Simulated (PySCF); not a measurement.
# SrIn: from the state search to spectroscopic constants

One table from this session's results is given with a row withheld; the runs are named, their logs left out.

Method: Sr def2-SVP with ECP28, In def2-SVP with ECP28, scalar-relativistic core potentials; program: PySCF 2.14.0.

The first run:

A driver script around PySCF takes these settings:

```json
{
  "atoms": "Sr, In",
  "charge": "0",
  "basis": "Sr def2-SVP with ECP28, In def2-SVP with ECP28",
  "Hamiltonian": "scalar-relativistic core potentials",
  "basis functions": "49",
  "electrons treated": "31",
  "masses in u": "87.9056, 114.9039",
  "levels": "PBE0, PBE, r²SCAN, M06, M06-L, TPSS, HF, MP2, SCS-MP2, CCSD, CCSD(T)",
  "grid": "80 radial by 434 angular points",
  "occupations": "held fixed by the projection of orbital angular momentum",
  "dissociation limit": "Sr + In, each in its ground configuration",
  "starting distance in angstrom": "3.100",
  "values of 2S to try": "1, 3"
}
```

Started as:

```bash
$ OMP_NUM_THREADS=1 python dia.py task.json out
```

Steps of the session up to this table: Set-up; First curve: PBE0; Higher solutions at PBE0; PBE (GGA); r²SCAN (meta-GGA); M06 (hybrid meta-GGA); M06-L (meta-GGA); TPSS (meta-GGA); ROHF (mean field); MP2 and coupled cluster.

One table of the session follows, with a row left open; its other results are not shown here.

| level | Re (Å) | ωe (cm⁻¹) | De (eV) |
| --- | --- | --- | --- |
| ROHF | ? | ? | ? |
| ROHF-MP2 | 3.507 | 83.8 | 0.356 |
| ROHF-SCS-MP2 | 3.563 | 75.2 | 0.269 |
| ROHF-CCSD | 3.548 | 79.0 | 0.296 |
| ROHF-CCSD(T) | 3.502 | 86.9 | 0.374 |
| PBE | 3.440 | 95.6 | 0.68 |
| TPSS | 3.427 | 97.9 | 0.66 |
| r²SCAN | 3.410 | 101.6 | 0.72 |
| M06-L | 3.470 | 93.5 | 0.63 |
| PBE0 | 3.448 | 94.1 | 0.57 |
| M06 | 3.434 | 95.0 | 0.63 |

Q: Estimate the row for ROHF from the others.

**Answer.** Re (Å): 4.170; ωe (cm⁻¹): 27.2; De (eV): 0.034. In the column «Re (Å)» it is the highest.

De is counted to Sr + In in their ground configurations.
